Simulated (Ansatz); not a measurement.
# C8H7ClO2: a ladder of functionals and wavefunction methods

An exercise on one series of results from a longer session: the logs are not shown, and one member is left open.

Program: Ansatz 0.2.0, Gaussian basis. Level of theory: functionals in def2-TZVPP, the program's frozen cores in correlated methods. These are calculated values, not measurements.

Levels to be run: LDA (SPW92), PBE-D4, revPBE-D4, BLYP-D4, r2SCAN-D4, B97M-V, PBE0-D4, B3LYP-D4, r2SCANh-D4, r2SCAN0-D4, HSE06-D4, BHLYP-D4, CAM-B3LYP-D4, LC-ωPBE, ωB97X-V, ωB97M-V, B2PLYP, PBE-QIDH; CCSD(T)/def2-SVP; CCSD(T)/def2-TZVPP; MP2/def2-QZVPP; extrapolation to the limit; RPA on PBE.

## The relaxed structure

All runs share one geometry, relaxed beforehand with PBE0-D4 in a triple-zeta def2 set.

18 atoms, charge 0, spin multiplicity 1.

Atoms are counted from 1 here; the program's logs count them from 0.

Bond lengths: C1–O2 1.411 Å, C1–H12 1.088 Å, C1–H13 1.094 Å, C1–H14 1.094 Å, O2–C3 1.341 Å, C3–C4 1.395 Å, C3–C11 1.397 Å, C4–C5 1.380 Å, C4–H15 1.081 Å, C5–C6 1.394 Å, C5–H16 1.083 Å, C6–C7 1.466 Å, C6–C10 1.396 Å, C7–O8 1.186 Å, C7–Cl9 1.794 Å, C10–C11 1.375 Å, C10–H17 1.082 Å, C11–H18 1.083 Å. Angles: O2–C1–H12 106.1°, O2–C1–H13 111.3°, O2–C1–H14 111.3°, H12–C1–H13 109.3°, H12–C1–H14 109.3°, H13–C1–H14 109.5°, C1–O2–C3 118.4°, O2–C3–C4 124.2°, O2–C3–C11 115.9°, C4–C3–C11 119.8°, C3–C4–C5 119.4°, C3–C4–H15 121.1°, C5–C4–H15 119.5°, C4–C5–C6 121.1°, C4–C5–H16 120.2°, C6–C5–H16 118.7°, C5–C6–C7 116.8°, C5–C6–C10 119.0° and more.

The first run:

File in.yaml:

```yaml
crystal:
  periodic: [false, false, false]
  atoms:
    - {symbol: C, position_ang: [2.274495, -1.778023, -1.363507]}
    - {symbol: O, position_ang: [1.782641, -1.535780, -0.063728]}
    - {symbol: C, position_ang: [0.764771, -0.674401, 0.082612]}
    - {symbol: C, position_ang: [0.153688, 0.004513, -0.972250]}
    - {symbol: C, position_ang: [-0.888556, 0.870307, -0.708275]}
    - {symbol: C, position_ang: [-1.339969, 1.077017, 0.594086]}
    - {symbol: C, position_ang: [-2.452442, 2.016741, 0.767110]}
    - {symbol: O, position_ang: [-3.004498, 2.617971, -0.093892]}
    - {symbol: Cl, position_ang: [-2.993071, 2.243749, 2.462797]}
    - {symbol: C, position_ang: [-0.720755, 0.392139, 1.641479]}
    - {symbol: C, position_ang: [0.318213, -0.472577, 1.390452]}
    - {symbol: H, position_ang: [3.084225, -2.495797, -1.249892]}
    - {symbol: H, position_ang: [2.664070, -0.862118, -1.818634]}
    - {symbol: H, position_ang: [1.500432, -2.204954, -2.008759]}
    - {symbol: H, position_ang: [0.483592, -0.136942, -1.992162]}
    - {symbol: H, position_ang: [-1.372452, 1.404167, -1.516861]}
    - {symbol: H, position_ang: [-1.062066, 0.544234, 2.656532]}
    - {symbol: H, position_ang: [0.807670, -1.010215, 2.192901]}
basis:
  gaussian: {orbitals: def2-TZVPP}
hamiltonian: {xc: lda}
output: {orbitals: {seedname: orbitals}}
```

Command:

```
$ ansatz run in.yaml --threads 4 --pin off --events-out ev --progress --plain --max-ram 46080MiB --backend cuda --devices 0, --max-vram 37GiB
```

Steps of the session up to this table: LDA; PBE-D4 (GGA); revPBE-D4 (GGA); BLYP-D4 (GGA); r2SCAN-D4 (meta-GGA); B97M-V (meta-GGA); PBE0-D4 (hybrid); B3LYP-D4 (hybrid); r2SCANh-D4 (hybrid); r2SCAN0-D4 (hybrid); HSE06-D4 (hybrid); BHLYP-D4 (hybrid); CAM-B3LYP-D4 (range-separated); LC-ωPBE (range-separated); ωB97X-V (range-separated); ωB97M-V (range-separated); B2PLYP (double hybrid); PBE-QIDH (double hybrid).

One table of the session follows, with a row left open; its other results are not shown here.

It belongs to the step «Orbital energies across the functionals». 

| functional | HOMO (eV) | LUMO (eV) | gap (eV) |
| --- | --- | --- | --- |
| LDA (SPW92) | -6.33 | -2.91 | 3.42 |
| PBE-D4 | -6.11 | -2.65 | 3.47 |
| revPBE-D4 | -6.03 | -2.55 | 3.49 |
| BLYP-D4 | -5.94 | -2.49 | 3.46 |
| r2SCAN-D4 | -6.32 | -2.54 | 3.78 |
| B97M-V | -6.32 | -2.43 | 3.89 |
| PBE0-D4 | -7.14 | -1.82 | 5.32 |
| B3LYP-D4 | -6.93 | -2.00 | 4.94 |
| r2SCANh-D4 | -6.71 | -2.24 | 4.47 |
| r2SCAN0-D4 | -7.30 | -1.77 | 5.53 |
| HSE06-D4 | ? | ? | ? |
| BHLYP-D4 | -8.01 | -0.80 | 7.22 |
| CAM-B3LYP-D4 | -8.30 | -0.76 | 7.55 |
| LC-ωPBE | -9.50 | 0.25 | 9.75 |
| ωB97X-V | -9.20 | 0.25 | 9.45 |
| ωB97M-V | -9.13 | 0.22 | 9.35 |

Q: Estimate the row for HSE06-D4 from the others.

**Answer.** HOMO (eV): -6.76; LUMO (eV): -2.19; gap (eV): 4.57. In the column «HOMO (eV)» it lies between B3LYP-D4 (-6.93) and r2SCANh-D4 (-6.71).
